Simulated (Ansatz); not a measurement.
**CuN (singlet): wave-function methods side by side, def2-SVP**

An exercise on one series of results from a longer session: the logs are not shown, and one member is left open.

Computed with Ansatz 0.2.0, Gaussian basis. Level: def2-SVP, core rule «outside noble gas», up to 10 orbitals frozen.

Plan: UHF; CCSD(T) on RHF; CCSD(T) on UHF; CISD; CCSDT(Q) on RHF; CCSDT(Q) on UHF; CASSCF and MRCISD+Q, 16 electrons in 10 orbitals; CASSCF and NEVPT2, 16 electrons in 10 orbitals.

9 further runs of the same task are left out: 3 that didn't finish, 6 set aside as unsound or not needed.

## The geometry

The geometry is a PBE0/def2-TZVP stationary point (not a proven minimum).

2 atoms, charge 0, spin multiplicity 1.

Atoms are counted from 1 here; the program's logs count them from 0.

Bond lengths: Cu1–N2 1.739 Å.

Set-up of the first run:

Input file in.yaml:

```yaml
crystal:
  periodic: [false, false, false]
  atoms:
    - {symbol: Cu, position_ang: [0.000000, 0.000000, 0.000000]}
    - {symbol: N, position_ang: [0.000000, 0.000000, 1.738600]}
basis:
  gaussian: {orbitals: def2-SVP}
magnetization: {spin_polarized: true, initial_magnetization: 0}
hamiltonian: {xc: hf}
output: {orbitals: {seedname: orbitals}}
```

The run is started by

```bash
> ansatz run in.yaml --threads 1 --pin off --events-out ev --progress --plain --max-ram 2393MiB
```

Steps of the session up to this table: UHF; CCSD(T) on RHF; CCSD(T) on UHF; CISD; CCSDT(Q) on RHF; CCSDT(Q) on UHF; CASSCF and MRCISD+Q, 16 electrons in 10 orbitals; CASSCF and NEVPT2, 16 electrons in 10 orbitals.

One table of the session follows, with a row left open; its other results are not shown here.

```
          method  from RCCSDT(Q) (kJ/mol)
             RHF                  +1215.2
            RMP2                    +75.3
            UMP2                    -50.3
            CISD                   +214.7
           RCCSD                    +99.3
           UCCSD                    -26.2
        RCCSD(T)                    +30.8
        UCCSD(T)                    -94.3
          RCCSDT                    +12.3
          UCCSDT                   -130.1
       RCCSDT(Q)                        0
       UCCSDT(Q)                   -141.2
  CASSCF valence                        ?
  NEVPT2 valence                   +180.9
  MRCISD valence                   +162.8
MRCISD+Q valence                    +89.6
```

Q: Estimate the row for CASSCF valence from the others.

The run gave: from RCCSDT(Q) (kJ/mol): +1018.0. In the column «from RCCSDT(Q) (kJ/mol)» it lies between CISD (+214.7) and RHF (+1215.2).

Left out of the table: UHF (another determinant or state than the rows shown).

To keep in mind: The determinant is far from a pure spin state, so its energy mixes those of several spin states (harmless only where they are near-degenerate, as at dissociation). The report flags that the cluster equations may have other roots. The program flags RCCSD(T), UCCSD(T), RCCSDT(Q), UCCSDT(Q) as in doubt, so the zero of the table is itself unsure. Warnings: restricted reference is unstable; spin contamination; coupled cluster took another determinant than the lowest; large T1 diagnostic. Restricted and unrestricted rows rest on different reference determinants; where their highest levels disagree by more than a few hundredths of an eV, they describe different states and don't form one ladder.
